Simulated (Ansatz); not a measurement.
# SnO (Romarchite): the cost of one run

Program: Ansatz 0.2.0. Level of theory: DFT, PBEsol, plane-wave PAW, default files, scalar-relativistic. These are calculated values, not measurements.

### Step 1. The structure to begin with

Symmetry: P4/nmm, No. 129, tetragonal system. Conventional cell: a = 3.799 Å, b = 3.799 Å, c = 4.841 Å, α = 90.00°, β = 90.00°, γ = 90.00°. Around Sn (site symmetry 4mm) lie 4 O at 2.22 Å. O (site symmetry -4m2) has 4 Sn at 2.22 Å as nearest neighbours.

Structure file:

```
Sn O
1.0
     3.79860    0.00000    0.00000
     0.00000    3.79860    0.00000
     0.00000    0.00000    4.84080
Sn O
2 2
Direct
  0.50000 0.00000 0.23690
  0.00000 0.50000 0.76310
  0.00000 0.00000 0.00000
  0.50000 0.50000 0.00000
```

The earlier run gave: no gap over 0.1 eV on the mesh, largest force 0.503 eV/Å, pressure 4.8 GPa.

The printed gradients, by site:

| site | atoms | first shell | V_zz (10²¹ V/m²) | η | C_Q (MHz) |
| --- | --- | --- | --- | --- | --- |
| Sn | 1, 2 | 4 O at 2.22 Å | -17.62 | 0.00 | – |
| O | 3, 4 | 4 Sn at 2.22 Å | 0.11 | 0.00 | -0.067 (¹⁷O) |

V_zz is the principal component of the electric field gradient with the largest magnitude, η = (V_xx − V_yy)/V_zz and C_Q = eQV_zz/h. Quadrupole moments are those of Pyykkö's year-2017 table. A dash under C_Q marks elements without a common quadrupolar isotope.

### Step 2. Functional PBEsol at the relaxed positions

File input.yaml:

```yaml
crystal:
  lattice:
    - [3.7986, 0.0, 0.0]
    - [0.0, 3.7986, 0.0]
    - [0.0, 0.0, 4.8408]
  atoms:
    - { symbol: Sn, position: [0.5, 0.0, 0.2422836718] }
    - { symbol: Sn, position: [0.0, 0.5, 0.7577163282] }
    - { symbol: O, position: [0.0, 0.0, 0.0] }
    - { symbol: O, position: [0.5, 0.5, 0.0] }
kpoints:
  mp_grid: { grid: [12, 12, 10] }
scf:
  occupations: { method: fermi_dirac, width: 0.05 }
hamiltonian:
  xc: pbesol
  pseudopotentials: { kind: paw }
output:
  forces: true
  stress: true
  populations: true
  efg:
    quadrupole_moments_barn: { Sn: -0.132, O: -0.02558 }
    contact_densities: true
```

Started as:

```sh
$ ansatz run input.yaml --threads 1 --pin off --max-ram 3072MiB --backend cpu --events-out ev --progress --plain --runs-dir out
```

What time and memory should one allow on 1 thread of Intel Xeon 6975P-C (Granite Rapids), shared host?

About 11 s, with a peak of 0.56 GiB.
